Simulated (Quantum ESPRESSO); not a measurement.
The system is CaB2.

```
Ca B
1.0
     3.22643    0.00000    0.00000
    -1.61322    2.79417    0.00000
     0.00000    0.00000    4.06739
Ca B
1 2
Direct
  0.00000 0.00000 0.00000
  0.66667 0.33333 0.50000
  0.33333 0.66667 0.50000
```

The cell comes from a database or a generator and needn't be the stable form of this composition.

| Property | Result |
| --- | --- |
| Program | Quantum ESPRESSO 7.5 |
| Task | single point |
| Functional | PBE |
| Potentials or basis | SSSP 1.3 efficiency PBE |
| Cutoff | 748 eV |
| Density cutoff | 5987 eV |
| k mesh | 9 × 9 × 7 |
| Occupations | fermi-dirac, width 0.05 eV |
| Spin | no spin polarisation |

On this cell: pressure -0.5 GPa; largest force under 0.003 eV/Å; band gap on the k mesh none (metal or under the smearing width).

The same run follows on a disturbed copy (atoms moved at random, drawn with an rms of 0.05 Å):

```
Ca B
1.0
     3.22643    0.00000    0.00000
    -1.61322    2.79417    0.00000
     0.00000    0.00000    4.06739
Ca B
1 2
Direct
  0.99764 0.99966 0.99961
  0.66869 0.33058 0.49819
  0.34499 0.67381 0.50784
```

Task: What changes?

Result: The energy (extrapolated to zero smearing) moves by +3.1 meV/atom; pressure -0.5 GPa; largest force 0.388 eV/Å; band gap on the k mesh none (metal or under the smearing width).

Forces on the atoms (eV/Å):
```
Ca   0.104  0.029  0.099
B   -0.017  0.029  0.275
B   -0.086 -0.057 -0.374
```

Stress tensor (GPa, compression positive):
```
-0.29  0.33  0.05
 0.33 -1.15  0.04
 0.05  0.04  0.06
```
